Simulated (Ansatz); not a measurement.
# Molecular dynamics of LiBH$_{4}$

Input file:

```yaml
accuracy: low
crystal:
  lattice:
    - [0.0, 0.0, 5.397738]
    - [6.578388, -2.70657, 2.698869]
    - [6.578388, 2.70657, 2.698869]
  atoms:
    - { symbol: Li, position: [0.0, 0.0, 0.0] }
    - { symbol: Li, position: [0.75, 0.25, 0.25] }
    - { symbol: B, position: [0.12548, 0.89052, 0.35948] }
    - { symbol: B, position: [0.87548, 0.60948, 0.14052] }
    - { symbol: H, position: [0.35046, 0.84556, 0.40444] }
    - { symbol: H, position: [0.10046, 0.65444, 0.09556] }
    - { symbol: H, position: [0.59932, 0.22331, 0.87293] }
    - { symbol: H, position: [0.19556, 0.27669, 0.62707] }
    - { symbol: H, position: [0.44556, 0.37707, 0.02669] }
    - { symbol: H, position: [0.34932, 0.12293, 0.47331] }
    - { symbol: H, position: [0.12038, 0.11952, 0.13048] }
    - { symbol: H, position: [0.87038, 0.38048, 0.36952] }
    - { symbol: Li, position: [0.5, 0.5, 0.5] }
    - { symbol: Li, position: [0.25, 0.75, 0.75] }
    - { symbol: B, position: [0.62548, 0.39052, 0.85948] }
    - { symbol: B, position: [0.37548, 0.10948, 0.64052] }
    - { symbol: H, position: [0.85046, 0.34556, 0.90444] }
    - { symbol: H, position: [0.60046, 0.15444, 0.59556] }
    - { symbol: H, position: [0.09932, 0.72331, 0.37293] }
    - { symbol: H, position: [0.69556, 0.77669, 0.12707] }
    - { symbol: H, position: [0.94556, 0.87707, 0.52669] }
    - { symbol: H, position: [0.84932, 0.62293, 0.97331] }
    - { symbol: H, position: [0.62038, 0.61952, 0.63048] }
    - { symbol: H, position: [0.37038, 0.88048, 0.86952] }
basis:
  ecutwfc: 500.0
kpoints:
  mp_grid: { grid: [2, 2, 2] }
hamiltonian:
  xc: r2scan
  dispersion: d3bj
scf:
  occupations: { method: fermi_dirac, width: 0.05 }
  lower_state_search: "off"
md:
  timestep: 0.5
  n_steps: 80
  ensemble: nvt_langevin
  temperature: 500.0
  initial_velocities: maxwell_boltzmann
  seed: 995360
  friction: 0.005
```

Launched with:

```bash
$ ansatz run input.yaml --threads 1 --pin off --max-ram 3072MiB --backend cpu --events-out ev --progress --plain --runs-dir out
```

It starts from an unrelaxed structure (largest force component 0.67 eV/Å).

Output, in part (step lines):

```
md step     0: t =     0.00 fs  T =   479.2 K  F+E_penalty+E_count = -1710.97610459 eV  E_kin = 1.486490 eV  (7 SCF iters)
[... lines left out ...]
```

The steps, from the saved trajectory:

```csv
time (fs),T (K),potential energy less start (eV)
0.0,479,0.000
1.0,479,-0.029
2.0,452,0.088
3.0,395,0.305
4.0,337,0.476
5.0,343,0.504
6.0,362,0.453
7.0,364,0.442
8.0,364,0.494
9.0,348,0.575
10.0,331,0.629
11.0,325,0.628
12.0,346,0.575
13.0,374,0.509
14.0,392,0.488
15.0,359,0.584
16.0,303,0.781
17.0,269,0.960
18.0,269,1.008
19.0,297,0.959
20.0,311,0.922
21.0,289,0.960
22.0,273,1.027
23.0,268,1.064
24.0,278,1.043
25.0,296,0.995
26.0,325,0.946
27.0,321,0.929
28.0,320,0.954
29.0,310,1.009
30.0,316,1.044
31.0,308,1.031
32.0,318,0.993
33.0,326,0.978
34.0,317,0.991
35.0,317,0.989
36.0,319,0.961
37.0,324,0.933
38.0,321,0.934
39.0,328,0.955
40.0,319,0.965
```

The run went to its last step. The mean temperature of the second half is 38 % below the set value. A run of 0.04 ps of so small a system gives no equilibrium averages. Limits of this set-up: coarse k mesh, low accuracy level.

Mean squared displacements from the first frame to the last, about the centre of mass: Li 0.11 Å², B 0.05 Å², H 0.28 Å².

Last frame:

```xyz
24
Lattice="0.0000 0.0000 5.3977 6.5784 -2.7066 2.6989 6.5784 2.7066 2.6989" Properties=species:S:1:pos:R:3
Li -0.106 0.376 0.240
Li 3.297 -0.128 5.170
B 8.070 -1.395 4.122
B 5.194 -1.409 6.592
H 8.303 -1.049 5.281
H 4.653 -2.320 1.853
H 7.491 1.629 5.931
H 6.040 1.074 3.509
H 2.922 -1.015 3.564
H 3.997 1.097 3.382
H 1.439 0.062 1.536
H 5.145 -0.285 7.197
Li 6.362 0.132 5.556
Li 9.737 -0.024 5.643
B 8.393 1.350 6.788
B 4.995 1.532 4.018
H 8.138 1.890 7.831
H 4.845 1.004 5.191
H 7.010 -0.760 4.008
H 6.455 -1.537 6.462
H 8.986 -1.043 8.847
H 11.328 1.285 8.123
H 8.363 0.141 7.023
H 11.655 0.029 6.933
```

The run took 15 min on 1 thread of Arm Neoverse V1, with other jobs on the host, peak memory 0.79 GiB.
